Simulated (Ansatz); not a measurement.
**CH₆BNS: how energies converge with the basis set**

One table from this session's results is given with a row withheld; the runs are named, their logs left out.

The runs use Ansatz 0.2.0, Gaussian basis; one geometry, several basis sets.

The runs, in order: PBE0-D4/def2-SVP; ωB97M-V/def2-SVP; PBE0-D4/def2-QZVPP; ωB97M-V/def2-QZVPP; the functionals' def2-TZVPP values are taken from earlier runs.

### Structure used throughout

The geometry comes from an earlier relaxation with PBE0-D4 in a triple-zeta def2 set; it is a stationary point, not always the lowest conformer.

SMILES `CB(N)S`, 10 atoms, charge 0, spin multiplicity 1.

Atoms are counted from 1 here; the program's logs count them from 0.

Bond lengths: C1–B2 1.572 Å, C1–H5 1.094 Å, C1–H6 1.093 Å, C1–H7 1.094 Å, B2–N3 1.397 Å, B2–S4 1.828 Å, N3–H8 1.005 Å, N3–H9 1.005 Å, S4–H10 1.343 Å. Angles: B2–C1–H5 111.1°, B2–C1–H6 112.6°, B2–C1–H7 111.0°, H5–C1–H6 107.8°, H5–C1–H7 106.3°, H6–C1–H7 107.8°, C1–B2–N3 121.6°, C1–B2–S4 116.8°, N3–B2–S4 121.6°, B2–N3–H8 124.6°, B2–N3–H9 121.6°, H8–N3–H9 113.8°, B2–S4–H10 98.6°.

Coordinates:

```mol
CH6BNS
  3D, bonds by distance, orders not assigned

 10  9  0  0  0  0  0  0  0  0999 V2000
   -1.1115    0.5886   -0.5930 C   0  0
    0.2130   -0.0984   -0.0967 B   0  0
    0.4603   -0.3156    1.2610 N   0  0
    1.4130   -0.5998   -1.3819 S   0  0
   -0.8936    1.4929   -1.1688 H   0  0
   -1.7741    0.8682    0.2301 H   0  0
   -1.6699   -0.0741   -1.2609 H   0  0
    1.2886   -0.7506    1.6270 H   0  0
   -0.1991   -0.0396    1.9680 H   0  0
    2.3564   -1.1230   -0.5818 H   0  0
  1  2  8  0
  2  3  8  0
  2  4  8  0
  1  5  8  0
  1  6  8  0
  1  7  8  0
  3  8  8  0
  3  9  8  0
  4 10  8  0
M  END
```

Set-up of the first run:

The input, in.yaml:

```yaml
crystal:
  periodic: [false, false, false]
  atoms:
    - {symbol: C, position_ang: [-1.111521, 0.588583, -0.593041]}
    - {symbol: B, position_ang: [0.212974, -0.098442, -0.096665]}
    - {symbol: N, position_ang: [0.460317, -0.315613, 1.261012]}
    - {symbol: S, position_ang: [1.412984, -0.599801, -1.381883]}
    - {symbol: H, position_ang: [-0.893555, 1.492913, -1.168768]}
    - {symbol: H, position_ang: [-1.774123, 0.868219, 0.230088]}
    - {symbol: H, position_ang: [-1.669941, -0.074056, -1.260923]}
    - {symbol: H, position_ang: [1.288588, -0.750550, 1.626973]}
    - {symbol: H, position_ang: [-0.199061, -0.039587, 1.968013]}
    - {symbol: H, position_ang: [2.356437, -1.122967, -0.581806]}
basis:
  gaussian: {orbitals: def2-SVP}
hamiltonian: {xc: pbe0, dispersion: d4}
output: {orbitals: {seedname: orbitals}}
```

Among the steps run: PBE0-D4 in def2-SVP; ωB97M-V in def2-SVP; PBE0-D4 in def2-QZVPP; ωB97M-V in def2-QZVPP.

One table of the session follows, with a row left open; its other results are not shown here.

```
functional       basis  HOMO (eV)  LUMO (eV)
   PBE0-D4    def2-SVP          ?          ?
   PBE0-D4  def2-TZVPP      -7.06       0.52
   PBE0-D4  def2-QZVPP      -7.10       0.21
   ωB97M-V    def2-SVP      -9.02       2.93
   ωB97M-V  def2-TZVPP      -9.27       1.93
   ωB97M-V  def2-QZVPP      -9.31       1.44
```

Q: Estimate the row for PBE0-D4, def2-SVP from the others.

The run gave: HOMO (eV): -6.85; LUMO (eV): 1.14. In the column «HOMO (eV)» it is the highest.
